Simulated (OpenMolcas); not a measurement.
# V³⁺ with 4 ligands (fluoride): CASSCF and CASPT2 levels and susceptibility

Aim: the ligand-field states of V³⁺ in this surrounding, its lowest levels with spin-orbit coupling and its magnetic susceptibility.

Method: state-averaged CASSCF and CASPT2, spin-orbit coupling by RASSI with atomic mean-field integrals. Code: OpenMolcas 26.06.

## Step 1: The atom as given

* Species: V³⁺ (vanadium, Z = 23, 20 electrons)
* Basis: ANO-RCC-VTZP [6s5p3d2f1g], 115 functions with the ligands
* Scalar Hamiltonian: DKH2, point nucleus
* Inactive shells: 1s 2s 2p 3s 3p of the metal, and all ligand shells
* Active space: 2 electrons in 5 orbitals (3d)
* Some configurations of this space: 3d2
* Orbitals: optimised for each spin and parity, averaged over all roots

The outer shells:

3d2
```
3d [↑ ][↑ ][  ][  ][  ]
```

V³⁺ is taken with 4 ligands (fluoride) in tetrahedron coordination (Td) at 1.88 Å. A charge of +0.25 e stands 3.2 Å behind each ligand. Ligand basis ANO-RCC-VDZP. The distances are assumed, not relaxed.

```xyz
5

V     0.0000    0.0000    0.0000
F     1.0854    1.0854    1.0854
F     1.0854   -1.0854   -1.0854
F    -1.0854    1.0854   -1.0854
F    -1.0854   -1.0854    1.0854
```

Each step is its own input file, run in one work folder so that later steps find the files of earlier ones. Labels, J, g values, rates, χT and fits are worked out afterwards by a script from the matrices that RASSI stores.

## Step 2: One- and two-electron integrals

a.inp reads:

```
&GATEWAY
Coord
5

V 0.0 0.0 0.0
F 1.085419 1.085419 1.085419
F 1.085419 -1.085419 -1.085419
F -1.085419 1.085419 -1.085419
F -1.085419 -1.085419 1.085419
Basis=V.ANO-RCC-VTZP,F.ANO-RCC-VDZP
Group=NoSym
NoMove
AngMom=0.0 0.0 0.0
AMFI
RICD
XField
4 Angstrom 0
2.932940 2.932940 2.932940 0.250000
2.932940 -2.932940 -2.932940 0.250000
-2.932940 2.932940 -2.932940 0.250000
-2.932940 -2.932940 2.932940 0.250000
&SEWARD
```

Command:

```
$ OMP_NUM_THREADS=1 MOLCAS_MEM=2457 MOLCAS_PROJECT=a pymolcas a.inp > a.log
```

## Step 3: CASSCF: triplets, 10 roots

a.inp reads:

```
&RASSCF
FileOrb=start.orb
Symmetry=1
Spin=3
nActEl=2 0 0
Inactive=29
Ras2=5
CIRoot=10 10 1
SDav=10
CIMx=300
Iter=150 100
PrWF=0.3
OrbListing=Nothing
MaxOrb=0
LevShft=1.0
>>> COPY $Project.JobIph JOB001
```

start.orb holds start orbitals that the driver prepared beforehand, or those of the step before.

## Step 4: Reference wave functions, singlets, 15 roots

a.inp reads:

```
&RASSCF
FileOrb=start.orb
Symmetry=1
Spin=1
nActEl=2 0 0
Inactive=29
Ras2=5
CIRoot=15 15 1
SDav=15
CIMx=300
Iter=150 100
PrWF=0.3
OrbListing=Nothing
MaxOrb=0
LevShft=1.0
>>> COPY $Project.JobIph JOB002
```

## Step 5: RASSI: spin-orbit coupling between the states

a.inp reads:

```
&RASSI
NrOfJobIphs=2 10 15
1 2 3 4 5 6 7 8 9 10
1 2 3 4 5 6 7 8 9 10 11 12 13 14 15
IphNames
JOB001
JOB002
EJob
SpinOrbit
DIPRint=1.0
SOCoupling=1000.0
Subsets=2
Property=9
'ANGMOM' 1 'ANGMOM' 2 'ANGMOM' 3 'MLTPL  1' 1 'MLTPL  1' 2 'MLTPL  1' 3
'AMFI' 1 'AMFI' 2 'AMFI' 3
SOProperty=3
'ANGMOM' 1 'ANGMOM' 2 'ANGMOM' 3
```

## Step 6: CASPT2: IPEA 0.25, imaginary shift 0.1 (closed shells correlated: 3s 3p of the metal, with ligand shells; the Frozen line counts the rest)

a.inp reads:

```
>>> COPY JOB001 $Project.JobIph
&CASPT2
Multistate=10 1 2 3 4 5 6 7 8 9 10
NoMult
Frozen=9
IPEA=0.25
Imaginary=0.1
MaxIter=60
WThr=0.0 0.3 0.05
PrWF=0.5
NoMix
>>> COPY JOB002 $Project.JobIph
&CASPT2
Multistate=15 1 2 3 4 5 6 7 8 9 10 11 12 13 14 15
NoMult
Frozen=9
IPEA=0.25
Imaginary=0.1
MaxIter=60
WThr=0.0 0.3 0.05
PrWF=0.5
NoMix
```

(Steps that only read results are left out.)

Before running it: what results should come out? Wanted: spin-free ground state; first state of the same spin within the active space; lowest level; next level.

The runs gave:

| quantity | value |
| --- | --- |
| method | SS-CASPT2, IPEA 0.25, imaginary shift 0.1 (closed shells correlated: 3s 3p of the metal, with ligand shells; the Frozen line counts the rest) |
| spin-free ground state | 3A2, 1-fold in its orbital part |
| first state of the same spin within the active space | 3T2 at 6460 cm⁻¹ |
| lowest level | 3-fold T2 |
| next level | 6395.3 cm⁻¹ |
| χT at 300 K | 0.97 cm³ K/mol |
| effective moment at 300 K | 2.79 μB |

Cost by method:

| method | time of its own steps | time with the reference |
| --- | --- | --- |
| A. CASSCF | 27 s | 27 s |
| B. SS-CASPT2, IPEA 0.25, imaginary shift 0.1, +3s 3p | 2.1 min | 2.5 min |

Times are of one thread on a shared host.

The spin-free ground state (3A2) is 1-fold and keeps the highest spin of the shell. χT at 300 K is 0.97, against 1.00 cm³ K/mol for the spin alone; near agreement at one temperature doesn't show that the orbital moment is quenched. CASPT2 does not keep the components of a term degenerate, and the means are used.
